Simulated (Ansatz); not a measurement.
# GaNHCl (triplet): from Hartree-Fock to the top rungs at a displaced geometry (v1), cc-pVDZ

An exercise on one series of results from a longer session: the logs are not shown, and one member is left open.

Program: Ansatz 0.2.0, Gaussian basis. Level of theory: cc-pVDZ, core rule «outside noble gas», up to 20 orbitals frozen. These are calculated values, not measurements.

To be run: UHF; CCSD(T) on ROHF; CCSD(T) on UHF; BCCD(T) on ROHF; CISD as a restricted active space (open shells left free, so some higher excitations enter); CCSDT(Q) on ROHF; CCSDT(Q) on UHF.

24 further runs of the same task are left out: 6 for a known fault of the program, 4 that didn't finish, 14 set aside as unsound or not needed. Runs told in other sessions of the task aren't counted.

**The system**

The geometry is a PBE0/def2-TZVP stationary point (not a proven minimum) with its atoms shifted at random (size 0.040 Å). No spin-orbit coupling is included. The filled d shell of Ga may be among the frozen orbitals whatever the setting's name suggests.

4 atoms, charge 0, spin multiplicity 3.

Atoms are counted from 1 here; the program's logs count them from 0.

Bond lengths: Cl1–Ga3 2.210 Å, N2–Ga3 1.871 Å, N2–H4 1.044 Å. Angles: Ga3–N2–H4 110.0°, Cl1–Ga3–N2 115.4°.

The first run:

in.yaml

```yaml
crystal:
  periodic: [false, false, false]
  atoms:
    - {symbol: Cl, position_ang: [-0.026777, 0.311520, 1.650725]}
    - {symbol: N, position_ang: [-0.027610, 0.994155, -1.734838]}
    - {symbol: Ga, position_ang: [0.020354, -0.366527, -0.451936]}
    - {symbol: H, position_ang: [-0.082423, 0.581595, -2.692061]}
basis:
  gaussian: {orbitals: cc-pVDZ}
magnetization: {spin_polarized: true, initial_magnetization: 2}
hamiltonian: {xc: hf}
output: {orbitals: {seedname: orbitals}}
```

Run with:

```bash
ansatz run in.yaml --threads 1 --pin off --events-out ev --progress --plain --max-ram 2393MiB
```

Steps of the session up to this table: UHF; CCSD(T) on ROHF; CCSD(T) on UHF; BCCD(T) on ROHF; CISD as a restricted active space (open shells left free, so some higher excitations enter); CCSDT(Q) on ROHF; CCSDT(Q) on UHF.

One of the session's tables, all rows but one given; the rest of the session is left out.

| method | from UCCSDT(Q) (kcal/mol) |
| --- | --- |
| ROHF | +225.77 |
| UHF | +220.60 |
| RMP2 | ? |
| UMP2 | +27.35 |
| RCCSD | +7.04 |
| UCCSD | +6.70 |
| RCCSD(T) | +1.42 |
| UCCSD(T) | +1.30 |
| BCCD(T) | +1.42 |
| RCCSDT | +0.71 |
| UCCSDT | +0.56 |
| RCCSDT(Q) | +0.18 |
| UCCSDT(Q) | 0 |

**Question.** Estimate the row for RMP2.

**Answer.** from UCCSDT(Q) (kcal/mol): +27.25. In the column «from UCCSDT(Q) (kcal/mol)» it lies between RCCSD (+7.04) and UMP2 (+27.35).

Not comparable, so not listed: CISD as a restricted active space (open shells left free, so some higher excitations enter) (they don't share determinant, frozen orbitals or solution with the rows shown, or repeat one).

Limits of these values: Restricted and unrestricted rows rest on different reference determinants; a gap between their highest levels can come from leftover correlation error, from unlike frozen cores or from another state.
